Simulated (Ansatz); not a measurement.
**C2H2ClSi+ (SMILES [SiH+]=C=CCl): one structure at several levels**

How do the functionals fare away from a minimum? The structure is a structure displaced at random from a GFN2-xTB minimum.

The runs use Ansatz 0.2.0, Gaussian basis; single points in def2-TZVPP.

Cores are frozen in the correlated methods.

## (1) The starting structure

SMILES `[SiH+]=C=CCl`, 6 atoms, charge 1, spin multiplicity 1.

Atoms are counted from 1 here; the program's logs count them from 0.

Bond lengths: Si1–C2 1.870 Å, Si1–H5 1.520 Å, C2–C3 1.379 Å, C3–Cl4 1.748 Å, C3–H6 1.191 Å. Angles: C2–Si1–H5 166.0°, Si1–C2–C3 144.8°, C2–C3–Cl4 127.6°, C2–C3–H6 119.3°, Cl4–C3–H6 113.1°.

Coordinates:

```xyz
6
charge 1, multiplicity 1
Si   -0.70130    1.32800   -1.06520
C     0.35250    0.39830    0.16850
C     0.54450   -0.81350    0.79910
Cl   -0.45810   -2.24140    0.69300
H    -1.30860    2.35200   -2.01070
H     1.46810   -0.94610    1.53920
```

## (2) CCSD(T)/def2-TZVPP

run/in.yaml reads:

```yaml
crystal:
  periodic: [false, false, false]
  atoms:
    - {symbol: Si, position_ang: [-0.701300, 1.328000, -1.065200]}
    - {symbol: C, position_ang: [0.352500, 0.398300, 0.168500]}
    - {symbol: C, position_ang: [0.544500, -0.813500, 0.799100]}
    - {symbol: Cl, position_ang: [-0.458100, -2.241400, 0.693000]}
    - {symbol: H, position_ang: [-1.308600, 2.352000, -2.010700]}
    - {symbol: H, position_ang: [1.468100, -0.946100, 1.539200]}
basis:
  gaussian: {orbitals: def2-TZVPP}
total_charge: 1
correlation: {method: ccsd_t}
output: {forces: true}
```

No record of the launch command was kept for these runs.

## (3) PBE0-D4/def2-TZVPP

run/in.yaml, as its differences from that of step 2:

```diff
@@ -12,3 +12,3 @@
 total_charge: 1
-correlation: {method: ccsd_t}
-output: {forces: true}
+hamiltonian: {xc: pbe0, dispersion: d4}
+output: {forces: true, orbitals: {seedname: orbitals}}
```

## (4) wB97M-V/def2-TZVPP

run/in.yaml, as its differences from that of step 3:

```diff
@@ -12,3 +12,3 @@
 total_charge: 1
-hamiltonian: {xc: pbe0, dispersion: d4}
-output: {forces: true, orbitals: {seedname: orbitals}}
+hamiltonian: {xc: {name: wB97M-V}}
+output: {forces: true}
```

## (5) r2SCAN-D4/def2-TZVPP

run/in.yaml, as its differences from that of step 4:

```diff
@@ -12,3 +12,3 @@
 total_charge: 1
-hamiltonian: {xc: {name: wB97M-V}}
+hamiltonian: {xc: r2scan, dispersion: d4}
 output: {forces: true}
```

## (6) PBE-D4/def2-TZVPP

run/in.yaml, as its differences from that of step 5:

```diff
@@ -12,3 +12,3 @@
 total_charge: 1
-hamiltonian: {xc: r2scan, dispersion: d4}
+hamiltonian: {xc: pbe, dispersion: d4}
 output: {forces: true}
```

## (7) BLYP-D4/def2-TZVPP

run/in.yaml, as its differences from that of step 6:

```diff
@@ -12,3 +12,3 @@
 total_charge: 1
-hamiltonian: {xc: pbe, dispersion: d4}
+hamiltonian: {xc: {name: BLYP}, dispersion: d4}
 output: {forces: true}
```

## (8) HSE06-D4/def2-TZVPP

run/in.yaml, as its differences from that of step 7:

```diff
@@ -12,3 +12,3 @@
 total_charge: 1
-hamiltonian: {xc: {name: BLYP}, dispersion: d4}
+hamiltonian: {xc: hse06, dispersion: d4}
 output: {forces: true}
```

(Steps that only read results are left out.)

Q: Predict the outcome of this session. Wanted: energy less free atoms, CCSD(T)/def2-TZVPP; RMS force component; RMS force error; HOMO and LUMO, PBE0-D4; T1 diagnostic.

**Answer**, as computed:

```
                                  quantity                                                                                            value
energy less free atoms, CCSD(T)/def2-TZVPP                                                                                       -11.432 eV
                       RMS force component                                                             1.357 to 1.538 eV/Å over the methods
                           RMS force error  PBE0-D4 0.284, wB97M-V 0.298, r2SCAN-D4 0.213, PBE-D4 0.188, BLYP-D4 0.209, HSE06-D4 0.277 eV/Å
                    HOMO and LUMO, PBE0-D4                                                                              -12.57 and -9.29 eV
                             T1 diagnostic                                                                                            0.029
```

**Reading.** Against CCSD(T) the functionals' energies less atoms differ by -1.916 to -0.508 eV, PBE-D4 by -1.916 eV. A larger basis would deepen the CCSD(T) value, while the functionals are nearly converged already, so the order here is not reliable. For forces PBE-D4 does best and wB97M-V worst. Frozen-core CCSD(T) forces in triple zeta carry basis errors of their own, and this is one geometry, so small gaps rank nothing. The T1 diagnostic is large here, over the usual mark for main-group molecules (transition-metal compounds often pass it harmlessly), so CCSD(T) itself may be off. The restricted Hartree–Fock reference is unstable towards an unrestricted one at one or more of these structures.
